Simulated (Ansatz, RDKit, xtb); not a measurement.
# C4H4F4Se: which of the isomers drawn lies lowest?

Which of a sample of isomers of C4H4F4Se is the most stable in the gas at 298.15 K, and what are its properties? The sample is small against all isomers, and the most stable one of this formula need not be in it.

Plan: many cheap relaxations first (GFN2-xTB), then density-functional screening, relaxation at r2SCAN-D4/def2-SVP, vibrations (at GFN2-xTB) and a final energy. The numbers are computed, not measured.

## 1. Candidates

Isomers were taken from a list of plausible structures; this is a sample, not all of them. That gives 4 candidates.

```
label                      SMILES     spin
 c150         C=C(F)[Se]CC(F)(F)F  singlet
 c256  F/C=C/[C@H]([SeH])C(F)(F)F  singlet
 c295        FC(F)(F)C1(F)C[Se]C1  singlet
 c629         F/C=C/C[Se]C(F)(F)F  singlet
```

Candidates are built by distance geometry, with a force field where one applies, in up to four conformers (letters a to d).

Q: Predict the outcome of this search (final energies at CCSD(T)/def2-SVP + MP2/def2-TZVPP - MP2/def2-SVP).

| quantity | value |
| --- | --- |
| lowest structure found | FC(F)(F)C1(F)C[Se]C1, singlet |
| next finalist | F/C=C/[C@H]([SeH])C(F)(F)F, singlet, 3.3 kcal/mol higher in G |
| share at equilibrium, among the finalists | 99.6 % |

`FC(F)(F)C1(F)C[Se]C1` comes out lowest. Among the finalists first place is clear (3.3 kcal/mol); structures outside the list aren't covered. GFN2-xTB, HF/STO-3G, r2SCAN-D4/def2-SVP, r2SCAN-D4/def2-SVP, relaxed, HF/def2-SVP and MP2/def2-SVP already put its bonding pattern lowest among the structures in one piece. 3 minima inside the window were never screened. The search is not exhaustive (a finite list of starts, one conformer a finalist), so a lower isomer can't be ruled out. Only 4 drawn patterns were tried, so whole families of isomers are missing, and the result ranks this sample alone.
